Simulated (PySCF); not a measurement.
# Cl4Ti (TiCl4): the cost of one run

The runs use PySCF 2.14.0, with density-fitted response routines of our own; the level of theory stands in each step. All values are computed, except where a source is named. Atoms are numbered from 0 throughout.

### 1 The starting structure

5 atoms, charge 0, multiplicity 1; geometry from: GFN2-xTB. The atoms were then displaced at random by about 0.01 Å, so the start is not that level's minimum.

Bonds of the start (Å): Cl0–Ti1 2.11, Ti1–Cl2 2.12, Ti1–Cl3 2.09, Ti1–Cl4 2.11.

### 2 Geometry optimisation at PBE0-D3(BJ)/def2-SVP

The job: settings as JSON, then the geometry in Å.

```
{"job": {"xc": "PBE0", "basis": "def2-SVP", "d3": "d3bj", "grid": 1, "shake": 0.01, "kind": "geom"}, "charge": 0, "multiplicity": 1}
Cl     1.354130     0.979150    -1.294160
Ti    -0.003020    -0.004320    -0.005880
Cl    -1.172960    -1.378880    -1.119340
Cl    -1.242570     1.405930     0.915020
Cl     1.097990    -1.035850     1.466470
```

The run is started by

```
$ OMP_NUM_THREADS=1 python probes_run.py task.json out
```

One launch serves the whole session: the jobs run in the order shown.

**Question.** How long does this first job take on 1 thread of Arm Neoverse N1, shared host, and how much memory does it need?

About 41 s, with a peak of 0.43 GiB.
